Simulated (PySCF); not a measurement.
# C4H7FSe: the cost of one run

Programs: PySCF 2.14.0, with routines of our own; each step states its level. All values are computed. Atoms count from 0.

### 1 The starting structure

13 atoms, charge 0, multiplicity 1; geometry from: GFN2-xTB.

### 2 Optimising the geometry at CAM-B3LYP/def2-SV(P)

Job settings and geometry (Å):

```
{"job": {"xc": "CAM-B3LYP", "basis": "def2-SV(P)", "grid": 1, "kind": "geom"}, "charge": 0, "multiplicity": 1}
C      2.624278     0.767171    -0.155722
C      1.524292     0.153286     0.243774
F      0.954659     0.442662     1.425509
Se     0.617661    -1.232273    -0.705095
C     -1.164506    -1.047285     0.132328
C     -1.863044     0.239985    -0.256850
H      3.104908     1.508087     0.458636
H      3.059217     0.525392    -1.107324
H     -1.716065    -1.924148    -0.211855
H     -1.016502    -1.118354     1.210570
H     -1.303606     1.105977     0.091263
H     -1.972390     0.309934    -1.337524
H     -2.853290     0.270053     0.194559
```

Run with:

```
$ OMP_NUM_THREADS=1 python excited_run.py task.json out
```

The driver reads the jobs from task.json and runs them one after another.

**Question.** How long does this first job take on 1 thread of Arm Neoverse N1, shared host, and how much memory does it need?

About 87 s, with a peak of 0.57 GiB.
